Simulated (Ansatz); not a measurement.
# HfNiP2: the cost of one run

Program: Ansatz 0.2.0. Level of theory: DFT PBE, scalar-relativistic, plane waves, PAW. These are calculated values, not measurements.

## Step 1: The system as given

It takes space group P6/mmm (No. 191, hexagonal). Conventional cell: a = 3.311 Å, b = 3.311 Å, c = 7.266 Å, α = 90.00°, β = 90.00°, γ = 120.00°. Hf (site symmetry 6/mmm) is surrounded by 2 P at 2.13 Å. Ni (site symmetry 6/mmm) has 2 P at 1.50 Å as nearest neighbours. P (site symmetry 6mm) has 1 Ni at 1.50 Å and 1 Hf at 2.13 Å as nearest neighbours.

As a file:

```
Hf Ni P
1.0
     3.31094    0.00000    0.00000
    -1.65547    2.86736    0.00000
     0.00000    0.00000    7.26569
Hf Ni P
1 1 2
Direct
  0.00000 0.00000 0.50000
  0.00000 0.00000 0.00000
  0.00000 0.00000 0.79320
  0.00000 0.00000 0.20680
```

The cell is invented: random cell by space group and Wyckoff sites (P6/mmm, No. 191). Its size is a rough estimate.

## Step 2: Probe: one point on a coarse mesh

input.yaml reads:

```yaml
crystal:
  lattice:
    - [3.31094255, 0.0, 0.0]
    - [-1.65547128, 2.86736036, 0.0]
    - [0.0, 0.0, 7.26569286]
  atoms:
    - { symbol: Hf, position: [0.0, 0.0, 0.5] }
    - { symbol: Ni, position: [0.0, 0.0, 0.0], spin: 2.0 }
    - { symbol: P, position: [0.0, 0.0, 0.79320416] }
    - { symbol: P, position: [0.0, 0.0, 0.20679584] }
basis:
  ecutwfc: 420
kpoints:
  mp_grid: { grid: [6, 6, 4] }
hamiltonian:
  xc: pbe
scf:
  occupations: { method: gaussian, width: 0.1 }
  lower_state_search: "off"
output:
  forces: true
  stress: true
  eigenvalues: true
  populations: true
magnetization:
  spin_polarized: true
```

Started as:

```sh
$ ansatz run input.yaml --threads 1 --pin off --max-ram 2560MiB --backend cpu --events-out ev --progress --plain --runs-dir out
```

What time and memory should one allow on 1 thread of Arm Neoverse V1, shared host?

About 14 s, with a peak of 0.41 GiB.
